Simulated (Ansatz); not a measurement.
# CH₅ClGeO: basis-set convergence

The task here is to estimate one member of a computed series from the others.

Computed with Ansatz 0.2.0, Gaussian basis. Level: one geometry, several basis sets.

Plan: PBE0-D4/def2-SVP; ωB97M-V/def2-SVP; PBE0-D4/def2-QZVPP; ωB97M-V/def2-QZVPP; the functionals' def2-TZVPP values are taken from earlier runs.

**Structure used throughout**

An earlier PBE0-D4 in a triple-zeta def2 set relaxation fixed the geometry.

SMILES `C[O][GeH2][Cl]`, 9 atoms, charge 0, spin multiplicity 1.

Atoms are counted from 1 here; the program's logs count them from 0.

Bond lengths: C1–O2 1.410 Å, C1–H5 1.092 Å, C1–H6 1.098 Å, C1–H7 1.098 Å, O2–Ge3 1.768 Å, Ge3–Cl4 2.134 Å, Ge3–H8 1.537 Å, Ge3–H9 1.537 Å. Angles: O2–C1–H5 107.7°, O2–C1–H6 112.2°, O2–C1–H7 112.2°, H5–C1–H6 108.1°, H5–C1–H7 108.1°, H6–C1–H7 108.4°, C1–O2–Ge3 117.7°, O2–Ge3–Cl4 104.6°, O2–Ge3–H8 110.2°, O2–Ge3–H9 110.3°, Cl4–Ge3–H8 108.9°, Cl4–Ge3–H9 108.8°, H8–Ge3–H9 113.8°.

The first run:

in.yaml

```yaml
crystal:
  periodic: [false, false, false]
  atoms:
    - {symbol: C, position_ang: [-0.741300, 0.631849, 1.031230]}
    - {symbol: O, position_ang: [-0.458000, -0.587413, 0.382009]}
    - {symbol: Ge, position_ang: [0.703019, -0.557931, -0.951242]}
    - {symbol: Cl, position_ang: [0.842713, -2.591071, -1.585911]}
    - {symbol: H, position_ang: [-1.466302, 0.426463, 1.821159]}
    - {symbol: H, position_ang: [0.151246, 1.072584, 1.494528]}
    - {symbol: H, position_ang: [-1.180746, 1.372618, 0.350303]}
    - {symbol: H, position_ang: [2.080047, -0.099812, -0.445574]}
    - {symbol: H, position_ang: [0.157724, 0.286413, -2.113601]}
basis:
  gaussian: {orbitals: def2-SVP}
hamiltonian: {xc: pbe0, dispersion: d4}
output: {orbitals: {seedname: orbitals}}
```

Launch:

```bash
ansatz run in.yaml --threads 4 --pin off --events-out ev --progress --plain --max-ram 10444MiB
```

Steps of the session up to this table: PBE0-D4 in def2-SVP; ωB97M-V in def2-SVP; PBE0-D4 in def2-QZVPP; ωB97M-V in def2-QZVPP.

One table of the session follows, with a row left open; its other results are not shown here.

It belongs to the step «Density functionals: the series». 

| functional | basis | HOMO (eV) | LUMO (eV) |
| --- | --- | --- | --- |
| PBE0-D4 | def2-SVP | -8.05 | 0.23 |
| PBE0-D4 | def2-TZVPP | -8.17 | -0.08 |
| PBE0-D4 | def2-QZVPP | ? | ? |
| ωB97M-V | def2-SVP | -10.40 | 2.19 |
| ωB97M-V | def2-TZVPP | -10.55 | 1.75 |
| ωB97M-V | def2-QZVPP | -10.58 | 1.33 |

Q: Estimate the row for PBE0-D4, def2-QZVPP from the others.

The run gave: HOMO (eV): -8.21; LUMO (eV): -0.28. In the column «HOMO (eV)» it lies between ωB97M-V, def2-SVP (-10.40) and PBE0-D4, def2-TZVPP (-8.17).
